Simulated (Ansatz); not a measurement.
# CH6GeOSe: the cost of one run

Method: RKS LDA/def2-SVP, in Ansatz 0.2.0.

## (1) The system as given

Bond lengths: C1–Ge2 1.876 Å, Ge2–O3 1.766 Å, Ge2–Se4 2.408 Å, C1–H5 1.146 Å, C1–H6 1.132 Å, C1–H7 1.147 Å, Ge2–H8 1.516 Å, O3–H9 1.007 Å, Se4–H10 1.522 Å. Angles: C1–Ge2–O3 108.8°, C1–Ge2–Se4 110.1°, C1–Ge2–H8 110.7°, O3–Ge2–Se4 108.6°, O3–Ge2–H8 109.2°, Se4–Ge2–H8 109.3°, Ge2–C1–H5 112.2°, Ge2–C1–H6 113.2°, Ge2–C1–H7 111.3°, H5–C1–H6 107.1°, H5–C1–H7 106.8°, H6–C1–H7 105.8°, Ge2–O3–H9 108.5°, Ge2–Se4–H10 88.5°.

Coordinates:

```xyz
10

C    -1.2322    0.3950   -0.1386
Ge    0.1950   -0.7705    0.2139
O     1.0183   -0.2353    1.6814
Se    1.7672   -0.7298   -1.6090
H    -1.8069    0.1021   -1.0857
H    -1.9851    0.4469    0.7052
H    -0.8630    1.4697   -0.2943
H    -0.3073   -2.1873    0.4113
H     1.3905    0.6862    1.5201
H     1.9066    0.7718   -1.4013
```

## (2) End point A

Input file input.yaml:

```yaml
crystal:
  periodic: [false, false, false]
  atoms:
    - { symbol: C, position_ang: [-1.2322, 0.395, -0.1386] }
    - { symbol: Ge, position_ang: [0.195, -0.7705, 0.2139] }
    - { symbol: O, position_ang: [1.0183, -0.2353, 1.6814] }
    - { symbol: Se, position_ang: [1.7672, -0.7298, -1.609] }
    - { symbol: H, position_ang: [-1.8069, 0.1021, -1.0857] }
    - { symbol: H, position_ang: [-1.9851, 0.4469, 0.7052] }
    - { symbol: H, position_ang: [-0.863, 1.4697, -0.2943] }
    - { symbol: H, position_ang: [-0.3073, -2.1873, 0.4113] }
    - { symbol: H, position_ang: [1.3905, 0.6862, 1.5201] }
    - { symbol: H, position_ang: [1.9066, 0.7718, -1.4013] }
basis:
  gaussian: { orbitals: def2-SVP }
hamiltonian:
  xc: lda
relax:
  f_tol: 0.015
  max_steps: 40
```

The run is started by

```
> ansatz run input.yaml --threads 2 --pin off --max-ram 3072MiB --backend cpu --events-out ev --progress --plain --runs-dir out
```

Q: Estimate wall time and peak memory on 2 threads of Intel Xeon Platinum 8488C (Sapphire Rapids), shared host.

About 37 s, with a peak of 0.2 GiB.
